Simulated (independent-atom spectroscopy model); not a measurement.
# Angle-resolved XPS of Pd on GaN

How does the ratio Pd 2p3/2 / Ga 2s change with emission angle for this film?

Program: independent-atom spectroscopy model, version 2. Model: angle-resolved photoelectron peak ratio of a uniform film on a substrate: exponential attenuation with lengths from TPP-2M (nominal gaps) and the elastic albedo, Dirac-Hartree-Slater cross sections, magic-angle geometry. All values are calculated.

## Step 1: Film and substrate

25 nm of Pd (11.43 g/cm³) on GaN (6.15 g/cm³).

## Step 2: The run

Settings:

```json
{
  "film": "Pd",
  "film_density": 11.43,
  "base": "GaN",
  "base_density": 6.15,
  "photon_energy": 9251.7,
  "film_peak": "Pd 2p3/2",
  "base_peak": "Ga 2s",
  "thickness": 25.0,
  "emission_angle": [0, 10, 20, 30]
}
```

Units: film_density in g/cm³, base_density in g/cm³, photon_energy in eV, thickness in nm, emission_angle in degrees.

What does the calculation give? Wanted: ratio at normal emission; ratio at 30°.

The runs gave:

| quantity | value |
| --- | --- |
| ratio at normal emission | 124 |
| ratio at 30° | 222 |
| attenuation length of the substrate peak in the film | 6.74 nm |
| thickness over that length | 3.71 |

In words: The film is 3.7 attenuation lengths thick, so 2.4 % of the substrate's signal gets out at 0°. At 30° the ratio is 1.8 times as large, since the way out grows as 1/cos θ. Islands, roughness and grazing exit, where elastic scattering matters more, are outside the model.
